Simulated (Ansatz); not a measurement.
This script for the interaction energy of a dimer with the counterpoise correction of C₂H₃Br, SMILES C=CBr with Ansatz 0.2.0, Python API holds a mistake.

The script, `run_dimer.py`:
```python
"""Interaction energy of two C2H3Br molecules, with the counterpoise correction."""

import ansatz as az

FIRST = [
    ("C", (-0.5245, 0.1724, -0.4481)),
    ("C", (0.4175, 0.0111, 0.4061)),
    ("Br", (1.1599, -1.637, 0.7219)),
    ("H", (-0.9255, -0.5848, -1.0424)),
    ("H", (-0.9809, 1.2035, -0.6258)),
    ("H", (0.8536, 0.835, 0.9884)),
]
SECOND = [
    ("C", (-0.245, 4.3197, -0.4102)),
    ("C", (-0.1744, 5.3051, 0.4064)),
    ("Br", (0.2412, 6.9996, -0.162)),
    ("H", (-0.1047, 4.3894, -1.4411)),
    ("H", (-0.4963, 3.2702, -0.0381)),
    ("H", (-0.3709, 5.2131, 1.4839)),
]

def energy(atoms, ghosts=()):
    molecule = az.Crystal.molecule()
    for symbol, xyz in atoms:
        molecule = molecule.atom(symbol, xyz)
    calc = (
        molecule.calculation()
        .basis("def2-SVPD")
        .correlation("mp2")  # correlation on top of the mean field
    )
    deck = calc.input()
    if ghosts:
        deck = deck.set(az.key.basis.gaussian.ghost_atoms, [{"symbol": s, "position_ang": list(xyz)} for s, xyz in ghosts])
    return az.Session.from_dict(deck).plan().execute().report["free_energy_ev"]

# monomers in their own basis and in the basis of the dimer
both = energy(FIRST + SECOND)
alone = energy(FIRST) + energy(SECOND)
ghosted = energy(FIRST, SECOND) + energy(SECOND, FIRST)
print(f"dimer {both:.6f} eV")
print(f"interaction, uncorrected   {23.060548 * (both - alone):8.3f} kcal/mol")
print(f"interaction, counterpoise  {23.060548 * (both - ghosted):8.3f} kcal/mol")
print(f"basis-set superposition    {23.060548 * (alone - ghosted):8.3f} kcal/mol")
```

```console
$ python run_dimer.py
Traceback (most recent call last):
  File "run_dimer.py", line 37, in <module>
    both = energy(FIRST + SECOND)
  File "run_dimer.py", line 28, in energy
    .basis("def2-SVPD")
     ~~~~~^^^^^^^^^^^^^
  ...
ansatz.errors.InputError: .basis: cutoff (an energy: a number in eV, or e.g. 30 * az.Ry) is a number, got 'def2-SVPD'
```
(Library frames cut from the traceback.)

Why does it end like this?

The fault: the basis name must go under gaussian=. Mended:

```diff
--- before
+++ after
@@ -27,3 +27,3 @@
         molecule.calculation()
-        .basis("def2-SVPD")
+        .basis(gaussian="def2-SVPD")
         .correlation("mp2")  # correlation on top of the mean field
```

After the fix:

```console
$ python run_dimer.py
dimer -144220.932688 eV
interaction, uncorrected     -1.334 kcal/mol
interaction, counterpoise     0.005 kcal/mol
basis-set superposition       1.339 kcal/mol
```

Total energies depend on the basis set; only differences at equal settings carry meaning. The dimer is a generated trial pose of unrelaxed monomers, not a minimum, so the figure is no binding energy, and the basis set is small. Hardware and time: 23 s on 1 thread of Intel(R) Xeon(R) 6975P-C (Granite Rapids) (shared host), peak memory 0.7 GiB.
